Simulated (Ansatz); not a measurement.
# C2H4F2Si: up Jacob's ladder to CCSD(T)

Aim: compute C2H4F2Si with functionals from several rungs and with coupled cluster, and see how far each lands from CCSD(T) at the basis-set limit for the atomisation energy.

Computed with Ansatz 0.2.0, Gaussian basis. Level: functionals in def2-TZVPP, the program's frozen cores in correlated methods.

Levels to be run: LDA (SPW92), PBE-D4, revPBE-D4, BLYP-D4, r2SCAN-D4, B97M-V, PBE0-D4, B3LYP-D4, r2SCANh-D4, r2SCAN0-D4, HSE06-D4, BHLYP-D4, CAM-B3LYP-D4, LC-ωPBE, ωB97X-V, ωB97M-V, B2PLYP, PBE-QIDH; CCSD(T)/def2-SVP; CCSD(T)/def2-TZVPP; MP2/def2-QZVPP; extrapolation to the limit; RPA on PBE.

### Step 1. Structure used throughout

The geometry comes from an earlier relaxation with PBE0-D4 in a triple-zeta def2 set; it is a stationary point, not always the lowest conformer.

SMILES `F[C@H]1[SiH2][C@@H]1F`, 9 atoms, charge 0, spin multiplicity 1.

Atoms are counted from 1 here; the program's logs count them from 0.

Bond lengths: F1–C2 1.367 Å, C2–Si3 1.877 Å, C2–C4 1.494 Å, C2–H6 1.092 Å, Si3–C4 1.877 Å, Si3–H7 1.477 Å, Si3–H8 1.477 Å, C4–F5 1.367 Å, C4–H9 1.092 Å. Angles: F1–C2–Si3 130.3°, F1–C2–C4 119.3°, F1–C2–H6 111.3°, Si3–C2–C4 66.6°, Si3–C2–H6 109.9°, C4–C2–H6 112.3°, C2–Si3–C4 46.9°, C2–Si3–H7 115.2°, C2–Si3–H8 123.1°, C4–Si3–H7 123.1°, C4–Si3–H8 115.2°, H7–Si3–H8 116.1°, C2–C4–Si3 66.6°, C2–C4–F5 119.3°, C2–C4–H9 112.3°, Si3–C4–F5 130.3°, Si3–C4–H9 109.9°, F5–C4–H9 111.3°.

### Step 2. LDA

This LDA is Slater exchange with PW92 correlation.

in.yaml reads:

```yaml
crystal:
  periodic: [false, false, false]
  atoms:
    - {symbol: F, position_ang: [-1.439244, -0.694442, 1.371966]}
    - {symbol: C, position_ang: [-0.415206, 0.023471, 0.820854]}
    - {symbol: Si, position_ang: [1.027844, -0.539586, -0.239896]}
    - {symbol: C, position_ang: [-0.515929, 0.465404, -0.602363]}
    - {symbol: F, position_ang: [-0.658536, 1.795806, -0.880709]}
    - {symbol: H, position_ang: [-0.096031, 0.831024, 1.483433]}
    - {symbol: H, position_ang: [2.329472, 0.074089, 0.093043]}
    - {symbol: H, position_ang: [1.081760, -1.864903, -0.889750]}
    - {symbol: H, position_ang: [-1.225531, -0.137164, -1.173677]}
basis:
  gaussian: {orbitals: def2-TZVPP}
hamiltonian: {xc: lda}
output: {orbitals: {seedname: orbitals}}
```

On the command line:

```sh
$ ansatz run in.yaml --threads 2 --pin off --events-out ev --progress --plain --max-ram 4352MiB
```

Further steps of the session: PBE-D4 (GGA); revPBE-D4 (GGA); BLYP-D4 (GGA); r2SCAN-D4 (meta-GGA); B97M-V (meta-GGA); PBE0-D4 (hybrid); B3LYP-D4 (hybrid); r2SCANh-D4 (hybrid); r2SCAN0-D4 (hybrid); HSE06-D4 (hybrid); BHLYP-D4 (hybrid); CAM-B3LYP-D4 (range-separated); LC-ωPBE (range-separated); ωB97X-V (range-separated); ωB97M-V (range-separated); B2PLYP (double hybrid); PBE-QIDH (double hybrid); CCSD(T) in def2-SVP; CCSD(T) in def2-TZVPP; MP2 in def2-QZVPP; RPA on PBE orbitals.

Q: Predict the results of all the runs planned. Wanted: atomisation energy, CCSD(T)/CBS; farthest beyond LDA; mean size of error, GGA; mean size of error, meta-GGA; mean size of error, hybrid; mean size of error, range-separated; mean size of error, double hybrid; gap, smallest and largest; T1 diagnostic.

As calculated:

| quantity | value |
| --- | --- |
| atomisation energy, CCSD(T)/CBS | 3215.3 kJ/mol |
| functionals within 16.1 kJ/mol (0.5 %) | revPBE-D4, BLYP-D4, B3LYP-D4, r2SCANh-D4 |
| farthest beyond LDA | BHLYP-D4 (-129.7 kJ/mol) |
| mean size of error, GGA | 43.7 kJ/mol |
| mean size of error, meta-GGA | 22.0 kJ/mol |
| mean size of error, hybrid | 39.0 kJ/mol |
| mean size of error, range-separated | 21.6 kJ/mol |
| mean size of error, double hybrid | 26.4 kJ/mol |
| gap, smallest and largest | 4.94 eV (LDA (SPW92)), 11.82 eV (LC-ωPBE) |
| T1 diagnostic | 0.0130 |
| triples share of the correlation energy | 3.5 % |

What this shows: LDA overbinds by 580.9 kJ/mol (18 %). PBE-D4 misses by +110.9 kJ/mol. Double hybrids carry the basis error of their MP2 part in triple zeta, and no dispersion term here, so their miss is partly the set-up's. Taken by rung, range-separated functionals do best (21.6 kJ/mol on average) and GGA ones worst beyond LDA (43.7 kJ/mol). The gap between the best rungs is small, so their order is not settled. Misses under about 16.1 kJ/mol are within the doubt on the reference itself, which lacks core-valence correlation, relativity and higher excitations. Hartree-Fock recovers 70 % of the binding; the rest is correlation. CCSD(T) in def2-SVP is off by -189.4 kJ/mol, so the small basis spoils what the method gains. The gap grows from 4.9 to 11.8 eV across the functionals, mostly with the share of exact exchange.
